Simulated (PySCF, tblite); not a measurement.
# C₄H₈SSe: a rotation path, then NMR shifts on frames

How do NMR shifts of C₄H₈SSe (`CSCC(C)=[Se]`) change as the atoms move?

Computed with tblite 0.8.0 and PySCF 2.14.0, with density-fitted response routines of our own, on a single molecule in the gas phase. Atoms are numbered from 0 throughout.

### Step 1. Starting geometry

14 atoms, charge 0, multiplicity 1; geometry from: GFN2-xTB.

Bonds of the start (Å): C0–S1 1.81, S1–C2 1.84, C2–C3 1.48, C3–C4 1.49, C3–Se5 1.77, C0–H6 1.08, C0–H7 1.09, C0–H8 1.09, C2–H9 1.09, C2–H10 1.09, C4–H11 1.09, C4–H12 1.09, C4–H13 1.09.

### Step 2. The rotation path with GFN2-xTB

Job settings and geometry (Å):

```
{"job": {"kind": "neb", "xc": "GFN2-xTB", "basis": "xTB", "atoms": [1, 2, 3, 4], "turn": 120}, "charge": 0, "multiplicity": 1}
C     -2.192965     0.007108    -0.603287
S     -1.035243     1.311863    -0.121429
C      0.024693     0.374894     1.061060
C      0.902998    -0.543784     0.303594
C      2.045495     0.078820    -0.414076
Se     0.562168    -2.283139     0.221300
H     -2.890758     0.457510    -1.301043
H     -2.719716    -0.353386     0.275812
H     -1.656775    -0.805413    -1.088028
H     -0.638479    -0.145934     1.750717
H      0.589673     1.147302     1.583338
H      1.693409     0.906914    -1.030155
H      2.751968     0.491703     0.308119
H      2.562855    -0.644931    -1.038254
```

Method: GFN2-xTB climbing-image nudged elastic band, gas phase.

Command:

```bash
OMP_NUM_THREADS=1 python probes_run.py task.json out
```

One launch serves the whole session: the jobs run in the order shown.

Standard output:

```text
image   E - E0 / eV
  0      -0.0000
  1       0.0140
  2       0.0729
  3       0.1471
  4       0.1856
  5       0.1865
  6       0.1784
  7       0.1672
  8       0.1599
```

It took 3 s on 1 thread of INTEL XEON PLATINUM 8581C at 2.10GHz, shared host; peak memory 0.18 GiB.

The final band, with the dihedral S1–C2–C3–C4:

| image | dihedral (°) | energy (eV) | energy (kcal/mol) |
| --- | --- | --- | --- |
| 0 | 74 | 0.000 | 0.0 |
| 1 | 87 | 0.014 | 0.3 |
| 2 | 102 | 0.073 | 1.7 |
| 3 | 120 | 0.147 | 3.4 |
| 4 | 142 | 0.186 | 4.3 |
| 5 | 160 | 0.186 | 4.3 |
| 6 | 178 | 0.178 | 4.1 |
| 7 | 195 | 0.167 | 3.9 |
| 8 | 210 | 0.160 | 3.7 |

### Step 3. Nuclear shieldings: image 0, PBE0/pcSseg-1

Job settings and geometry (Å):

```
{"job": {"kind": "nmr", "xc": "PBE0", "basis": "pcSseg-1", "pop": false}, "charge": 0, "multiplicity": 1}
C     -2.193000     0.007100    -0.603300
S     -1.035200     1.311900    -0.121400
C      0.024700     0.374900     1.061100
C      0.903000    -0.543800     0.303600
C      2.045500     0.078800    -0.414100
Se     0.562200    -2.283100     0.221300
H     -2.890800     0.457500    -1.301000
H     -2.719700    -0.353400     0.275800
H     -1.656800    -0.805400    -1.088000
H     -0.638500    -0.145900     1.750700
H      0.589700     1.147300     1.583300
H      1.693400     0.906900    -1.030200
H      2.752000     0.491700     0.308100
H      2.562900    -0.644900    -1.038300
```

With the program's defaults for keys left out, this is: GIAO PBE0/pcSseg-1 NMR shielding, non-relativistic, gas phase.

Standard output:

```text
coarse grid: 54144 points
cycle   1  E = -2956.0142379171  dE = -4.704e-01  |g| = 6.927e-01  |ddm| = 3.548e+00
cycle   2  E = -2955.9959983250  dE =  1.824e-02  |g| = 5.081e-01  |ddm| = 8.014e-01
cycle   3  E = -2956.0167147048  dE = -2.072e-02  |g| = 3.565e-01  |ddm| = 7.672e-01
cycle   4  E = -2956.0515261672  dE = -3.481e-02  |g| = 7.224e-02  |ddm| = 4.127e-01
cycle   5  E = -2956.0525951171  dE = -1.069e-03  |g| = 1.407e-02  |ddm| = 8.093e-02
cycle   6  E = -2956.0526507201  dE = -5.560e-05  |g| = 2.826e-03  |ddm| = 1.849e-02
cycle   7  E = -2956.0526524912  dE = -1.771e-06  |g| = 1.179e-03  |ddm| = 3.126e-03
final grid: 112632 points
cycle   8  E = -2956.0526738167  dE =  3.652e-07  |g| = 1.677e-03  |ddm| = 3.239e-03
cycle   9  E = -2956.0526722187  dE =  1.598e-06  |g| = 2.918e-03  |ddm| = 4.710e-03
cycle  10  E = -2956.0526744925  dE = -2.274e-06  |g| = 6.031e-04  |ddm| = 3.353e-03
cycle  11  E = -2956.0526745872  dE = -9.474e-08  |g| = 3.321e-05  |ddm| = 5.666e-04
cycle  12  E = -2956.0526745875  dE = -3.124e-10  |g| = 6.821e-06  |ddm| = 4.291e-05
converged SCF energy = -2956.0526745875

GIAO shielding tensors (ppm)
atom      isotropic    diamagn.    paramagn.     s11        s22        s33       span
  0 C      166.061     250.913     -84.851    149.598    162.269    186.316     36.717
  1 S      494.266    1056.608    -562.342    292.432    483.715    706.651    414.218
  2 C      128.361     250.289    -121.928    113.195    125.269    146.619     33.424
  3 C     -104.676     260.213    -364.889   -305.656   -159.145    150.774    456.430
  4 C      143.761     246.735    -102.974    117.032    130.152    184.100     67.068
  5 Se    -658.418    2998.915   -3657.334  -3298.961   -204.479   1528.185   4827.146
  6 H       29.757      28.904       0.853     24.613     26.670     37.989     13.376
  7 H       29.898      29.809       0.090     25.427     26.364     37.903     12.476
  8 H       29.399      30.890      -1.491     23.780     30.041     34.375     10.595
  9 H       27.841      31.533      -3.692     23.193     28.171     32.158      8.965
 10 H       27.462      31.096      -3.634     23.951     25.838     32.597      8.646
 11 H       27.582      29.014      -1.432     22.821     29.258     30.667      7.846
 12 H       28.827      28.035       0.793     25.283     27.471     33.728      8.445
 13 H       28.250      29.105      -0.854     24.180     28.918     31.652      7.473
```

It took 17 s on 1 thread of INTEL XEON PLATINUM 8581C at 2.10GHz, shared host; peak memory 0.87 GiB.

Shifts follow as δ = σ(reference) − σ, with reference shieldings (ppm) from runs at the same level and on the same kind of geometry: ¹H TMS 31.72, ¹³C TMS 186.9, ⁷⁷Se Me2Se 1758, ³³S CS2 504. The references are single molecules in the gas phase. Each atom is listed at this fixed geometry, with no averaging over motion; a spectrum would average atoms that exchange fast.

| atoms | environment | σ (ppm) | δ (ppm) |
| --- | --- | --- | --- |
| C3 | carbon double-bonded to a heavier main-group atom | -104.7 | 291.6 |
| C2 | sp3 CH2 bonded to S | 128.4 | 58.6 |
| C4 | methyl carbon | 143.8 | 43.2 |
| C0 | methyl carbon bonded to S | 166.1 | 20.9 |
| H10 | hydrogen on an sp3 CH2 bonded to S | 27.46 | 4.26 |
| H11 | hydrogen on a methyl carbon | 27.58 | 4.13 |
| H9 | hydrogen on an sp3 CH2 bonded to S | 27.84 | 3.88 |
| H13 | hydrogen on a methyl carbon | 28.25 | 3.47 |
| H12 | hydrogen on a methyl carbon | 28.83 | 2.89 |
| H8 | hydrogen on a methyl carbon bonded to S | 29.40 | 2.32 |
| H6 | hydrogen on a methyl carbon bonded to S | 29.76 | 1.96 |
| H7 | hydrogen on a methyl carbon bonded to S | 29.90 | 1.82 |
| S1 | sulfide sulfur | 494 | 9 |
| Se5 | selenium bonded to C | -658 | 2417 |

### Step 4. NMR shieldings: image 2, PBE0/pcSseg-1

Job settings and geometry (Å):

```
{"job": {"kind": "nmr", "xc": "PBE0", "basis": "pcSseg-1", "pop": false}, "charge": 0, "multiplicity": 1}
C     -2.448400    -0.094100    -0.445700
S     -1.159200     1.177300    -0.470600
C      0.019500     0.470200     0.761900
C      0.951300    -0.453400     0.071900
C      2.314200     0.069500    -0.208100
Se     0.489100    -2.103600    -0.389200
H     -3.276400     0.292200    -1.030900
H     -2.761500    -0.269000     0.580200
H     -2.075700    -1.012400    -0.893700
H     -0.587800    -0.018400     1.522200
H      0.539200     1.329600     1.183700
H      2.276100     1.074600    -0.626600
H      2.864000     0.127000     0.734800
H      2.854900    -0.589900    -0.882200
```

Method: GIAO PBE0/pcSseg-1 NMR shielding, non-relativistic, gas phase.

Standard output:

```text
coarse grid: 54144 points
cycle   1  E = -2956.0077300282  dE = -4.701e-01  |g| = 6.934e-01  |ddm| = 3.550e+00
cycle   2  E = -2955.9797216660  dE =  2.801e-02  |g| = 5.406e-01  |ddm| = 8.933e-01
cycle   3  E = -2956.0052394828  dE = -2.552e-02  |g| = 3.921e-01  |ddm| = 8.709e-01
cycle   4  E = -2956.0475877450  dE = -4.235e-02  |g| = 6.768e-02  |ddm| = 4.472e-01
cycle   5  E = -2956.0484907717  dE = -9.030e-04  |g| = 1.424e-02  |ddm| = 7.641e-02
cycle   6  E = -2956.0485472656  dE = -5.649e-05  |g| = 3.079e-03  |ddm| = 1.892e-02
cycle   7  E = -2956.0485495459  dE = -2.280e-06  |g| = 1.165e-03  |ddm| = 3.683e-03
final grid: 112632 points
cycle   8  E = -2956.0485289634  dE =  3.500e-07  |g| = 1.676e-03  |ddm| = 3.246e-03
cycle   9  E = -2956.0485273820  dE =  1.581e-06  |g| = 2.894e-03  |ddm| = 4.623e-03
cycle  10  E = -2956.0485296367  dE = -2.255e-06  |g| = 6.248e-04  |ddm| = 3.344e-03
cycle  11  E = -2956.0485297376  dE = -1.009e-07  |g| = 3.731e-05  |ddm| = 5.903e-04
cycle  12  E = -2956.0485297380  dE = -3.956e-10  |g| = 6.719e-06  |ddm| = 4.879e-05
converged SCF energy = -2956.0485297380

GIAO shielding tensors (ppm)
atom      isotropic    diamagn.    paramagn.     s11        s22        s33       span
  0 C      161.633     250.768     -89.136    141.840    160.927    182.131     40.291
  1 S      455.627    1056.534    -600.907    288.958    382.368    695.555    406.597
  2 C      131.090     250.315    -119.225    117.300    135.151    140.819     23.518
  3 C     -110.659     260.073    -370.732   -315.141   -163.873    147.037    462.178
  4 C      138.614     246.623    -108.008    112.693    122.396    180.754     68.061
  5 Se    -453.325    2999.119   -3452.444  -2898.002   -139.780   1677.808   4575.810
  6 H       29.686      28.668       1.018     24.550     26.554     37.954     13.404
  7 H       29.817      29.967      -0.150     25.382     27.118     36.952     11.570
  8 H       28.526      30.338      -1.812     22.020     28.860     34.697     12.677
  9 H       28.453      31.718      -3.266     25.316     27.079     32.963      7.646
 10 H       27.614      31.874      -4.260     23.125     26.696     33.020      9.895
 11 H       28.226      29.132      -0.906     24.746     28.159     31.773      7.028
 12 H       28.587      27.718       0.870     25.578     27.046     33.138      7.560
 13 H       28.020      28.915      -0.895     24.012     28.631     31.419      7.407
```

It took 19 s on 1 thread of INTEL XEON PLATINUM 8581C at 2.10GHz, shared host; peak memory 0.89 GiB.

In short: δ C3 297.6, C2 55.8, C4 48.3, C0 25.3, H10 4.10, H13 3.70 ppm.

### Step 5. NMR shieldings: image 5, PBE0/pcSseg-1

Job settings and geometry (Å):

```
{"job": {"kind": "nmr", "xc": "PBE0", "basis": "pcSseg-1", "pop": false}, "charge": 0, "multiplicity": 1}
C     -2.551200    -0.278000    -0.137600
S     -1.491000     1.090500    -0.676900
C      0.025000     0.736100     0.270900
C      0.983300    -0.206900    -0.382600
C      2.379300    -0.137500     0.136400
Se     0.525900    -1.327800    -1.666500
H     -3.491500    -0.156200    -0.664700
H     -2.711000    -0.214400     0.935500
H     -2.099200    -1.227900    -0.407600
H     -0.281900     0.348800     1.246600
H      0.507500     1.702600     0.432000
H      2.789000     0.861100    -0.021600
H      2.400000    -0.329500     1.210300
H      3.015200    -0.861400    -0.366400
```

With the program's defaults for keys left out, this is: GIAO PBE0/pcSseg-1 NMR shielding, non-relativistic, gas phase.

Standard output:

```text
coarse grid: 54144 points
cycle   1  E = -2955.9995183173  dE = -4.515e-01  |g| = 7.025e-01  |ddm| = 3.616e+00
cycle   2  E = -2955.9609510785  dE =  3.857e-02  |g| = 5.847e-01  |ddm| = 1.136e+00
cycle   3  E = -2955.9947646970  dE = -3.381e-02  |g| = 4.240e-01  |ddm| = 1.082e+00
cycle   4  E = -2956.0442309951  dE = -4.947e-02  |g| = 6.894e-02  |ddm| = 5.062e-01
cycle   5  E = -2956.0451789550  dE = -9.480e-04  |g| = 1.324e-02  |ddm| = 8.118e-02
cycle   6  E = -2956.0452254932  dE = -4.654e-05  |g| = 3.855e-03  |ddm| = 1.837e-02
cycle   7  E = -2956.0452291805  dE = -3.687e-06  |g| = 1.170e-03  |ddm| = 5.355e-03
final grid: 112632 points
cycle   8  E = -2956.0452359191  dE =  5.431e-07  |g| = 1.817e-03  |ddm| = 4.126e-03
cycle   9  E = -2956.0452329137  dE =  3.005e-06  |g| = 3.715e-03  |ddm| = 6.482e-03
cycle  10  E = -2956.0452367967  dE = -3.883e-06  |g| = 5.886e-04  |ddm| = 4.552e-03
cycle  11  E = -2956.0452368823  dE = -8.565e-08  |g| = 5.020e-05  |ddm| = 5.737e-04
cycle  12  E = -2956.0452368830  dE = -7.212e-10  |g| = 6.698e-06  |ddm| = 6.095e-05
converged SCF energy = -2956.0452368830

GIAO shielding tensors (ppm)
atom      isotropic    diamagn.    paramagn.     s11        s22        s33       span
  0 C      162.958     250.508     -87.549    144.643    158.024    186.208     41.565
  1 S      482.472    1056.011    -573.539    258.919    449.853    738.644    479.725
  2 C      126.824     250.248    -123.424    109.504    120.729    150.239     40.734
  3 C     -108.410     259.531    -367.942   -328.203   -129.987    132.959    461.162
  4 C      140.626     246.677    -106.051    116.837    122.442    182.598     65.761
  5 Se    -719.731    2998.640   -3718.370  -3683.522   -327.272   1851.602   5535.124
  6 H       29.828      28.599       1.229     25.348     26.007     38.131     12.783
  7 H       29.603      29.893      -0.290     24.239     27.546     37.023     12.784
  8 H       28.689      30.512      -1.823     22.064     30.200     33.802     11.737
  9 H       28.142      31.570      -3.429     23.460     28.326     32.639      9.179
 10 H       27.438      31.250      -3.813     21.340     27.226     33.746     12.406
 11 H       28.706      28.254       0.453     25.594     27.877     32.647      7.052
 12 H       28.696      28.617       0.079     25.351     27.919     32.817      7.466
 13 H       27.704      28.897      -1.194     22.882     28.839     31.390      8.508
```

Run time: 19 s. Hardware: 1 thread of INTEL XEON PLATINUM 8581C at 2.10GHz, shared host; peak memory 0.89 GiB.

Key values: δ C3 295.3, C2 60.1, C4 46.3, C0 24.0, H10 4.28, H13 4.01 ppm.

### Step 6. Shielding tensors: image 6, PBE0/pcSseg-1

Job settings and geometry (Å):

```
{"job": {"kind": "nmr", "xc": "PBE0", "basis": "pcSseg-1", "pop": false}, "charge": 0, "multiplicity": 1}
C     -2.461400    -0.353300    -0.062500
S     -1.573600     1.103200    -0.675400
C      0.027100     0.876400     0.156000
C      0.953400    -0.115100    -0.472100
C      2.272600    -0.243500     0.212900
Se     0.559200    -1.054600    -1.912100
H     -3.430700    -0.343400    -0.549500
H     -2.581100    -0.282000     1.015300
H     -1.924200    -1.258200    -0.333600
H     -0.164100     0.612300     1.200000
H      0.497000     1.863700     0.147500
H      2.780400     0.721600     0.237300
H      2.140400    -0.566100     1.246700
H      2.904400    -0.961600    -0.302900
```

Level: GIAO PBE0/pcSseg-1 NMR shielding, non-relativistic, gas phase.

Standard output:

```text
coarse grid: 54144 points
cycle   1  E = -2955.9993684168  dE = -4.473e-01  |g| = 7.034e-01  |ddm| = 3.625e+00
cycle   2  E = -2955.9602358296  dE =  3.913e-02  |g| = 5.875e-01  |ddm| = 1.168e+00
cycle   3  E = -2955.9950346265  dE = -3.480e-02  |g| = 4.245e-01  |ddm| = 1.110e+00
cycle   4  E = -2956.0445794041  dE = -4.954e-02  |g| = 6.858e-02  |ddm| = 5.105e-01
cycle   5  E = -2956.0455119535  dE = -9.325e-04  |g| = 1.321e-02  |ddm| = 8.088e-02
cycle   6  E = -2956.0455577435  dE = -4.579e-05  |g| = 3.939e-03  |ddm| = 1.823e-02
cycle   7  E = -2956.0455615737  dE = -3.830e-06  |g| = 1.149e-03  |ddm| = 5.440e-03
final grid: 112632 points
cycle   8  E = -2956.0455608025  dE =  5.226e-07  |g| = 1.799e-03  |ddm| = 4.186e-03
cycle   9  E = -2956.0455577692  dE =  3.033e-06  |g| = 3.724e-03  |ddm| = 6.484e-03
cycle  10  E = -2956.0455616701  dE = -3.901e-06  |g| = 5.571e-04  |ddm| = 4.570e-03
cycle  11  E = -2956.0455617469  dE = -7.672e-08  |g| = 5.037e-05  |ddm| = 5.501e-04
cycle  12  E = -2956.0455617476  dE = -7.253e-10  |g| = 6.925e-06  |ddm| = 6.147e-05
converged SCF energy = -2956.0455617476

GIAO shielding tensors (ppm)
atom      isotropic    diamagn.    paramagn.     s11        s22        s33       span
  0 C      165.886     250.477     -84.591    146.723    162.597    188.336     41.613
  1 S      517.903    1055.741    -537.838    379.909    441.905    731.894    351.985
  2 C      125.456     250.202    -124.746    110.608    114.091    151.670     41.062
  3 C     -101.151     259.308    -360.460   -322.147   -112.264    130.956    453.103
  4 C      142.143     246.680    -104.537    116.875    125.162    184.393     67.518
  5 Se    -830.017    2998.360   -3828.377  -4025.530   -300.671   1836.151   5861.681
  6 H       29.939      28.597       1.342     25.161     26.262     38.393     13.232
  7 H       29.851      29.936      -0.086     24.371     27.385     37.796     13.425
  8 H       29.290      30.696      -1.406     23.150     31.017     33.703     10.554
  9 H       27.812      31.692      -3.880     22.457     28.265     32.714     10.258
 10 H       27.557      30.514      -2.957     21.681     27.288     33.701     12.021
 11 H       28.671      28.239       0.432     25.286     27.906     32.820      7.534
 12 H       28.853      28.902      -0.049     25.589     27.999     32.971      7.382
 13 H       27.561      28.964      -1.403     22.525     28.878     31.279      8.753
```

It took 18 s on 1 thread of INTEL XEON PLATINUM 8581C at 2.10GHz, shared host; peak memory 0.89 GiB.

This run: δ C3 288.1, C2 61.5, C4 44.8, C0 21.0, H10 4.16, H13 4.16 ppm.

### Step 7. Nuclear shieldings: image 8, PBE0/pcSseg-1

Job settings and geometry (Å):

```
{"job": {"kind": "nmr", "xc": "PBE0", "basis": "pcSseg-1", "pop": false}, "charge": 0, "multiplicity": 1}
C     -2.229900    -0.464800     0.064400
S     -1.670200     1.099000    -0.659600
C      0.046400     1.112900    -0.049700
C      0.921000     0.030600    -0.588100
C      2.003500    -0.415400     0.335200
Se     0.713100    -0.667700    -2.196900
H     -3.285100    -0.553000    -0.171500
H     -2.089200    -0.441100     1.141900
H     -1.682900    -1.292800    -0.380900
H      0.028200     1.100700     1.042800
H      0.433000     2.083200    -0.375000
H      2.504600     0.443200     0.783400
H      1.575100    -1.004800     1.149000
H      2.731700    -1.030400    -0.187100
```

Method: GIAO PBE0/pcSseg-1 NMR shielding, non-relativistic, gas phase.

Standard output:

```text
coarse grid: 54144 points
cycle   1  E = -2955.9989334032  dE = -4.516e-01  |g| = 7.020e-01  |ddm| = 3.600e+00
cycle   2  E = -2955.9576064807  dE =  4.133e-02  |g| = 5.927e-01  |ddm| = 1.145e+00
cycle   3  E = -2955.9937853793  dE = -3.618e-02  |g| = 4.285e-01  |ddm| = 1.089e+00
cycle   4  E = -2956.0441054633  dE = -5.032e-02  |g| = 6.763e-02  |ddm| = 5.031e-01
cycle   5  E = -2956.0449967591  dE = -8.913e-04  |g| = 1.404e-02  |ddm| = 7.868e-02
cycle   6  E = -2956.0450485748  dE = -5.182e-05  |g| = 3.942e-03  |ddm| = 1.953e-02
cycle   7  E = -2956.0450523518  dE = -3.777e-06  |g| = 1.173e-03  |ddm| = 5.391e-03
final grid: 112632 points
cycle   8  E = -2956.0450438621  dE =  6.346e-07  |g| = 1.920e-03  |ddm| = 4.439e-03
cycle   9  E = -2956.0450403318  dE =  3.530e-06  |g| = 4.017e-03  |ddm| = 6.896e-03
cycle  10  E = -2956.0450448601  dE = -4.528e-06  |g| = 5.752e-04  |ddm| = 4.815e-03
cycle  11  E = -2956.0450449420  dE = -8.182e-08  |g| = 5.380e-05  |ddm| = 5.550e-04
cycle  12  E = -2956.0450449428  dE = -8.458e-10  |g| = 8.499e-06  |ddm| = 6.951e-05
converged SCF energy = -2956.0450449428

GIAO shielding tensors (ppm)
atom      isotropic    diamagn.    paramagn.     s11        s22        s33       span
  0 C      168.263     250.758     -82.495    148.229    166.676    189.885     41.655
  1 S      470.327    1055.325    -584.998    284.823    440.270    685.887    401.064
  2 C      126.220     250.004    -123.784    105.485    121.463    151.713     46.228
  3 C     -108.122     260.105    -368.227   -330.445   -126.423    132.503    462.948
  4 C      138.302     246.759    -108.457    110.126    123.871    180.908     70.782
  5 Se    -819.191    2998.107   -3817.298  -4038.110   -349.116   1929.654   5967.765
  6 H       29.997      28.582       1.416     25.000     26.465     38.527     13.528
  7 H       30.198      30.495      -0.298     25.249     27.434     37.910     12.661
  8 H       29.412      30.799      -1.387     23.869     30.828     33.538      9.669
  9 H       27.336      31.859      -4.523     21.834     27.486     32.686     10.852
 10 H       27.741      29.567      -1.826     23.413     25.704     34.106     10.693
 11 H       28.504      28.586      -0.082     24.860     28.094     32.557      7.697
 12 H       28.941      29.306      -0.365     26.431     27.651     32.740      6.310
 13 H       27.712      28.947      -1.235     23.102     28.500     31.534      8.432
```

Run time: 19 s. Hardware: 1 thread of INTEL XEON PLATINUM 8581C at 2.10GHz, shared host; peak memory 0.89 GiB.

In short: δ C3 295.0, C2 60.7, C4 48.6, C0 18.7, H9 4.38, H13 4.00 ppm.

### Step 8. Comparing the runs: NMR shifts

Shifts (ppm) of some atoms, chosen among heavy atoms and hydrogens apart, with basis size and wall time:

| frame | C3 | C2 | C0 | H11 | H9 | S1 | Se5 | functions | time |
| --- | --- | --- | --- | --- | --- | --- | --- | --- | --- |
| image 0 | 291.6 | 58.6 | 20.9 | 4.13 | 3.88 | 9 | 2417 | 173 | 17 s |
| image 2 | 297.6 | 55.8 | 25.3 | 3.49 | 3.26 | 48 | 2212 | 173 | 19 s |
| image 5 | 295.3 | 60.1 | 24.0 | 3.01 | 3.58 | 21 | 2478 | 173 | 19 s |
| image 6 | 288.1 | 61.5 | 21.0 | 3.05 | 3.90 | -14 | 2588 | 173 | 18 s |
| image 8 | 295.0 | 60.7 | 18.7 | 3.21 | 4.38 | 33 | 2578 | 173 | 19 s |

### Step 9. Summary of results

```
                                          quantity                                               value
                                           barrier                  0.186 eV (4.3 kcal/mol) at image 5
                             end to end (GFN2-xTB)                                            0.160 eV
   ¹³C shifts against TMS (PBE0/pcSseg-1, image 0)                         291.6, 58.6, 43.2, 20.9 ppm
    ¹H shifts against TMS (PBE0/pcSseg-1, image 0)  4.26, 4.13, 3.88, 3.47, 2.89, 2.32, 1.96, 1.82 ppm
   ³³S shifts against CS2 (PBE0/pcSseg-1, image 0)                                               9 ppm
⁷⁷Se shifts against Me2Se (PBE0/pcSseg-1, image 0)                                            2417 ppm
                         range of the shift of Se5                                    2212 to 2588 ppm
```

Along the band the dihedral turns by 136°, and the top (dihedral 160°) lies 4.3 kcal/mol above the start (GFN2-xTB, rough), so at room temperature this motion is fast. The top was not checked by a frequency run. Shifts at one fixed geometry are not the observed spectrum, which averages over the motion. In the first frame run (image 0): The widest tensor belongs to Se5: span 4827 ppm, with a paramagnetic part of -3657 ppm. Across the 5 runs the shift of Se5 moves most, between 2212 (image 2) and 2588 ppm (image 6). Spin-orbit coupling is left out, which matters for shieldings and couplings at and beside the heavy atoms. At PBE0/pcSseg-1 the highest of the frames run is image 8, not the band's top, so the GFN2-xTB barrier is not borne out there and is unsure.
